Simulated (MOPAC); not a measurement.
# One shape, several levels: BNH3OF (SMILES NB(O)F)

We compute a comparison of 5 runs (AM1, MNDO, PM6, PM6-D3H4, PM7) of BNH3OF. 

Program for the calculation: MOPAC 23.2.5.

5 further runs of the same task are left out: 1 that didn't finish, 4 set aside as unsound or not needed.

## Step 1: Starting point

BNH3OF has 7 atoms, charge 0, and is taken as a singlet. As SMILES, `NB(O)F`. The shape is that of a PBE0-D4/def2-TZVP optimisation. This is one conformer, not always the lowest.

Bond lengths: N1–B2 1.406 Å, B2–O3 1.363 Å, B2–F4 1.337 Å, N1–H5 1.004 Å, N1–H6 1.003 Å, O3–H7 0.957 Å. Angles: N1–B2–O3 125.7°, N1–B2–F4 118.3°, O3–B2–F4 116.0°, B2–N1–H5 121.1°, B2–N1–H6 124.7°, B2–O3–H7 114.6°, H5–N1–H6 114.2°.

## Step 2: Energy and forces at AM1 (run 1)

File calc.mop:

```
AM1 DISP GRADIENTS BONDS 1SCF AUX(PRECISION=6) THREADS=1
gradient of BFH3NO

N -0.531800 1 0.753400 1 -0.032100 1
B 0.039300 1 -0.505700 1 -0.288800 1
O 1.106300 1 -1.044300 1 0.367000 1
F -0.494800 1 -1.258200 1 -1.256300 1
H -1.320400 1 1.081700 1 -0.559700 1
H -0.210100 1 1.394300 1 0.668500 1
H 1.472700 1 -0.489200 1 1.055700 1
```

Started as:

```sh
mopac calc.mop
```

calc.out:

```text
MOPAC v23.2.5
AM1 CALCULATION RESULTS
[...]
           Empirical Formula: H3 N O B F  =     7 atoms
      MOLECULAR POINT GROUP   :   Cs
[...]
     SCF FIELD WAS ACHIEVED
[...]
                              SUM =       -194.28555 KCAL/MOL = FINAL HEAT OF FORMATION
          TOTAL ENERGY            =      -1128.09400 EV
          ELECTRONIC ENERGY       =      -2620.06706 EV
          CORE-CORE REPULSION     =       1491.97306 EV
          COSMO AREA              =         88.21 SQUARE ANGSTROMS
          COSMO VOLUME            =         69.62 CUBIC ANGSTROMS
          GRADIENT NORM           =         85.65917          =       32.37612 PER ATOM
          IONIZATION POTENTIAL    =         10.760470 EV
          HOMO LUMO ENERGIES (EV) =        -10.760  2.141
          NO. OF FILLED LEVELS    =         12
          MOLECULAR WEIGHT        =         62.8382         POINT GROUP:  Cs
[...]
              NET ATOMIC CHARGES AND DIPOLE CONTRIBUTIONS
  ATOM NO.   TYPE          CHARGE      No. of ELECS.   s-Pop       p-Pop
    1          N          -0.493519        5.4935     1.45657     4.03695
    2          B           0.312013        2.6880     1.03306     1.65493
    3          O          -0.321346        6.3213     1.83585     4.48550
    4          F          -0.151778        7.1518     1.88810     5.26368
    5          H           0.214649        0.7854     0.78535
    6          H           0.206726        0.7933     0.79327
    7          H           0.233256        0.7667     0.76674
 DIPOLE           X         Y         Z       TOTAL
 POINT-CHG.     0.053     1.937     1.262     2.313
 HYBRID        -0.168     0.879     0.394     0.978
 SUM           -0.116     2.816     1.656     3.269
[...]
 * JOB ENDED NORMALLY *
[...]
```

Run time: 0.04 s. Hardware: 1 thread of Arm Neoverse N1, shared host.

## Step 3: Energy and gradient at MNDO (run 2)

File bfh3no.mop:

```
MNDO 1SCF BONDS DISP GRADIENTS AUX(PRECISION=6) THREADS=1
BFH3NO

N -0.531800 1 0.753400 1 -0.032100 1
B 0.039300 1 -0.505700 1 -0.288800 1
O 1.106300 1 -1.044300 1 0.367000 1
F -0.494800 1 -1.258200 1 -1.256300 1
H -1.320400 1 1.081700 1 -0.559700 1
H -0.210100 1 1.394300 1 0.668500 1
H 1.472700 1 -0.489200 1 1.055700 1
```

Started as:

```sh
mopac bfh3no.mop
```

bfh3no.out:

```text
MOPAC v23.2.5
MNDO CALCULATION RESULTS
[...]
           Empirical Formula: H3 N O B F  =     7 atoms
      MOLECULAR POINT GROUP   :   Cs
[...]
     SCF FIELD WAS ACHIEVED
[...]
                              SUM =       -186.86410 KCAL/MOL = FINAL HEAT OF FORMATION
          TOTAL ENERGY            =      -1126.22105 EV
          ELECTRONIC ENERGY       =      -2626.74208 EV
          CORE-CORE REPULSION     =       1500.52103 EV
          COSMO AREA              =         88.21 SQUARE ANGSTROMS
          COSMO VOLUME            =         69.62 CUBIC ANGSTROMS
          GRADIENT NORM           =         53.99997          =       20.41007 PER ATOM
          IONIZATION POTENTIAL    =         11.154706 EV
          HOMO LUMO ENERGIES (EV) =        -11.155  2.098
          NO. OF FILLED LEVELS    =         12
          MOLECULAR WEIGHT        =         62.8382         POINT GROUP:  Cs
[...]
              NET ATOMIC CHARGES AND DIPOLE CONTRIBUTIONS
  ATOM NO.   TYPE          CHARGE      No. of ELECS.   s-Pop       p-Pop
    1          N          -0.374980        5.3750     1.43055     3.94443
    2          B           0.256366        2.7436     0.99246     1.75118
    3          O          -0.252138        6.2521     1.77067     4.48147
    4          F          -0.193990        7.1940     1.83313     5.36086
    5          H           0.183147        0.8169     0.81685
    6          H           0.175575        0.8244     0.82442
    7          H           0.206020        0.7940     0.79398
 DIPOLE           X         Y         Z       TOTAL
 POINT-CHG.     0.246     2.101     1.544     2.619
 HYBRID        -0.176     1.000     0.463     1.116
 SUM            0.070     3.101     2.007     3.694
[...]
 * JOB ENDED NORMALLY *
[...]
```

It took 0.04 s on 1 thread of Arm Neoverse N1, shared host.

Run 3 isn't shown in full; the table further down has it.

## Step 4: Energy and forces at PM6-D3H4 (run 4)

File input.mop:

```
PM6-D3H4 1SCF BONDS GRADIENTS DISP THREADS=1 AUX(PRECISION=6)
BFH3NO charge 0

N     -0.531800 1     0.753400 1    -0.032100 1
B      0.039300 1    -0.505700 1    -0.288800 1
O      1.106300 1    -1.044300 1     0.367000 1
F     -0.494800 1    -1.258200 1    -1.256300 1
H     -1.320400 1     1.081700 1    -0.559700 1
H     -0.210100 1     1.394300 1     0.668500 1
H      1.472700 1    -0.489200 1     1.055700 1
```

Started as:

```sh
mopac input.mop
```

input.out:

```text
MOPAC v23.2.5
PM6-D3H4 CALCULATION RESULTS
[...]
           Empirical Formula: H3 N O B F  =     7 atoms
      MOLECULAR POINT GROUP   :   Cs
[...]
     SCF FIELD WAS ACHIEVED
[...]
                              SUM =       -182.30870 KCAL/MOL = FINAL HEAT OF FORMATION
          TOTAL ENERGY            =      -1042.48782 EV
          ELECTRONIC ENERGY       =      -2451.23704 EV
          CORE-CORE REPULSION     =       1408.74922 EV
          COSMO AREA              =         88.21 SQUARE ANGSTROMS
          COSMO VOLUME            =         69.62 CUBIC ANGSTROMS
          GRADIENT NORM           =         38.65092          =       14.60867 PER ATOM
          IONIZATION POTENTIAL    =         10.486462 EV
          HOMO LUMO ENERGIES (EV) =        -10.486  1.532
          NO. OF FILLED LEVELS    =         12
          MOLECULAR WEIGHT        =         62.8382         POINT GROUP:  Cs
[...]
              NET ATOMIC CHARGES AND DIPOLE CONTRIBUTIONS
  ATOM NO.   TYPE          CHARGE      No. of ELECS.   s-Pop       p-Pop
    1          N          -0.596492        5.5965     1.46085     4.13565
    2          B           0.546407        2.4536     0.84276     1.61083
    3          O          -0.530404        6.5304     1.71743     4.81297
    4          F          -0.259915        7.2599     1.95079     5.30912
    5          H           0.258698        0.7413     0.74130
    6          H           0.247531        0.7525     0.75247
    7          H           0.334175        0.6658     0.66582
 DIPOLE           X         Y         Z       TOTAL
 POINT-CHG.    -0.101     2.962     1.761     3.448
 HYBRID        -0.033     0.450     0.252     0.517
 SUM           -0.133     3.413     2.013     3.964
[...]
 * JOB ENDED NORMALLY *
[...]
```

Run time: 0.04 s. Hardware: 1 thread of Arm Neoverse N1, shared host.

## Step 5: Energy and forces at PM7 (run 5)

File job.mop:

```
PM7 1SCF DISP GRADIENTS BONDS AUX(PRECISION=9) THREADS=1
BFH3NO, PM7

N -0.531800 1 0.753400 1 -0.032100 1
B 0.039300 1 -0.505700 1 -0.288800 1
O 1.106300 1 -1.044300 1 0.367000 1
F -0.494800 1 -1.258200 1 -1.256300 1
H -1.320400 1 1.081700 1 -0.559700 1
H -0.210100 1 1.394300 1 0.668500 1
H 1.472700 1 -0.489200 1 1.055700 1
```

Started as:

```sh
mopac job.mop
```

job.out:

```text
MOPAC v23.2.5
PM7 CALCULATION RESULTS
[...]
           Empirical Formula: H3 N O B F  =     7 atoms
      MOLECULAR POINT GROUP   :   Cs
[...]
     SCF FIELD WAS ACHIEVED
[...]
                              SUM =       -185.92647 KCAL/MOL = FINAL HEAT OF FORMATION
          TOTAL ENERGY            =      -1048.37696 EV
          ELECTRONIC ENERGY       =      -2447.37402 EV
          CORE-CORE REPULSION     =       1398.99706 EV
          COSMO AREA              =         88.21 SQUARE ANGSTROMS
          COSMO VOLUME            =         69.62 CUBIC ANGSTROMS
          GRADIENT NORM           =         59.00683          =       22.30249 PER ATOM
          IONIZATION POTENTIAL    =         10.378692 EV
          HOMO LUMO ENERGIES (EV) =        -10.379  0.380
          NO. OF FILLED LEVELS    =         12
          MOLECULAR WEIGHT        =         62.8382         POINT GROUP:  Cs
[...]
              NET ATOMIC CHARGES AND DIPOLE CONTRIBUTIONS
  ATOM NO.   TYPE          CHARGE      No. of ELECS.   s-Pop       p-Pop
    1          N          -0.613185        5.6132     1.52725     4.08593
    2          B           0.535722        2.4643     0.63344     1.83083
    3          O          -0.539288        6.5393     1.76132     4.77797
    4          F          -0.273961        7.2740     1.94742     5.32654
    5          H           0.284064        0.7159     0.71594
    6          H           0.274622        0.7254     0.72538
    7          H           0.332027        0.6680     0.66797
 DIPOLE           X         Y         Z       TOTAL
 POINT-CHG.    -0.277     3.375     1.856     3.862
 HYBRID        -0.054     0.421     0.214     0.475
 SUM           -0.331     3.797     2.069     4.337
[...]
 * JOB ENDED NORMALLY *
[...]
```

Run time: 0.04 s. Hardware: 1 thread of Arm Neoverse N1, shared host.

## Step 6: Overview of the runs

| run | level | heat of formation (kcal/mol) | dipole moment (D) | HOMO energy (eV) | LUMO energy (eV) | wall time |
| --- | --- | --- | --- | --- | --- | --- |
| 1 | AM1 | -194.29 | 3.27 | -10.76 | 2.14 | 0.04 s |
| 2 | MNDO | -186.86 | 3.69 | -11.15 | 2.10 | 0.04 s |
| 3 | PM6 | -184.70 | 3.96 | -10.49 | 1.53 | 0.04 s |
| 4 | PM6-D3H4 | -182.31 | 3.96 | -10.49 | 1.53 | 0.04 s |
| 5 | PM7 | -185.93 | 4.34 | -10.38 | 0.38 | 0.04 s |

## Step 7: Outcome

```
                                        quantity            value
                             run 5: total energy     -38.52714 Eh
                            run 5: dipole moment           4.34 D
                              run 5: HOMO energy        -10.38 eV
                              run 5: LUMO energy          0.38 eV
                            run 5: HOMO–LUMO gap         10.76 eV
                        run 5: dispersion energy     -0.58 kJ/mol
run 5: heat of formation at this unrelaxed shape  -185.9 kcal/mol
                 run 5: largest force on an atom       1.923 eV/Å
```

**Reading.** The dipole moment (its size) runs from 3.27 D (AM1) to 4.34 D (PM7). The HOMO–LUMO gap runs from 10.76 eV (PM7) to 13.25 eV (MNDO). Force-field and semi-empirical energies have zeros of their own, so their totals don't compare. All runs together took 0.2 s, the longest 0.04 s.
